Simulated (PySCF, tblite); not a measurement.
**C₇H₉O radical: geometry, infrared bands and EPR parameters**

What infrared bands and EPR parameters should C₇H₉O radical (`C=CC[C@@H]1[C]=CCO1`) show?

Computed with tblite 0.8.0 and PySCF 2.14.0, with density-fitted response routines of our own, on a single molecule in the gas phase. Atoms count from 0, in the outputs and in this text.

### 1 The starting structure

17 atoms, charge 0, multiplicity 2; geometry from: force field or distance geometry start.

Bonds of the start (Å): C0–C1 1.34, C1–C2 1.50, C2–C3 1.51, C3–C4 1.49, C4–C5 1.35, C5–C6 1.47, C6–O7 1.42, O7–C3 1.41, C0–H8 1.06, C0–H9 1.09, C1–H10 1.09, C2–H11 1.10, C2–H12 1.10, C3–H13 1.11, C5–H14 1.10, C6–H15 1.10, C6–H16 1.11.

### 2 Geometry optimisation with GFN2-xTB

The job: settings as JSON, then the geometry in Å.

```
{"job": {"kind": "relax", "xc": "GFN2-xTB", "basis": "xTB"}, "charge": 0, "multiplicity": 2}
C      2.683400     0.151400     0.875600
C      1.718300     0.137700    -0.059100
C      0.859900    -1.085900    -0.226300
C     -0.563900    -0.630100     0.002300
C     -0.976000     0.438500    -0.954300
C     -1.917600     1.150100    -0.302800
C     -2.051400     0.516500     1.020000
O     -0.736500     0.036200     1.234800
H      3.338000     0.968200     1.069400
H      2.779100    -0.740200     1.487200
H      1.567900     1.008500    -0.691300
H      1.192800    -1.877700     0.462000
H      0.915700    -1.392200    -1.282800
H     -1.298400    -1.466300    -0.003600
H     -2.442400     2.028800    -0.702500
H     -2.412100     1.169000     1.834800
H     -2.663500    -0.400500     0.876300
```

The run is started by

```
$ OMP_NUM_THREADS=1 python probes_run.py task.json out
```

One launch serves the whole session: the jobs run in the order shown.

**Question.** This job is followed by: GFN2-xTB harmonic vibrations, gas phase; UKS B3LYP, pcH-1 on C H O, non-relativistic, mean-field spin-orbit, GIAO. Predict these results of the whole session: strongest single infrared mode (GFN2-xTB); zero-point energy (GFN2-xTB); g(iso) (B3LYP); ⟨S²⟩; largest a(iso); potential on the surface of density 0.002 e/bohr³, 1st and 99th percentile.

**Answer**, as computed:

```
                                                                  quantity                 value
                                 strongest single infrared mode (GFN2-xTB)  2867 cm⁻¹, 63 km/mol
                                              zero-point energy (GFN2-xTB)         86.0 kcal/mol
                                                            g(iso) (B3LYP)               2.00218
                                                                      ⟨S²⟩    0.759 (exact 0.75)
                                                            largest a(iso)  13C on C4, 417.1 MHz
potential on the surface of density 0.002 e/bohr³, 1st and 99th percentile    -1.45 V and 1.03 V
```

The optimisation took 95 steps and gained 0.827 eV; among the close pairs (by a distance rule), C5–C6 changed most, from 1.473 to 1.518 Å. No mode is imaginary among the 45: a minimum at this level. The strongest single mode, at 2867 cm⁻¹, moves mainly H13. GFN2-xTB is a fitted tight-binding method: band positions and strengths are rough. Its intensities can rank the bands wrongly. C4 carries the largest spin population, 1.00 e. The isotropic g lies 0.1 ppt below the free-electron value. These values are for one conformer; the search (at its own cheap level) found 2 more, at 0.10, 1.00 kcal/mol, and measured spectra average over such forms.
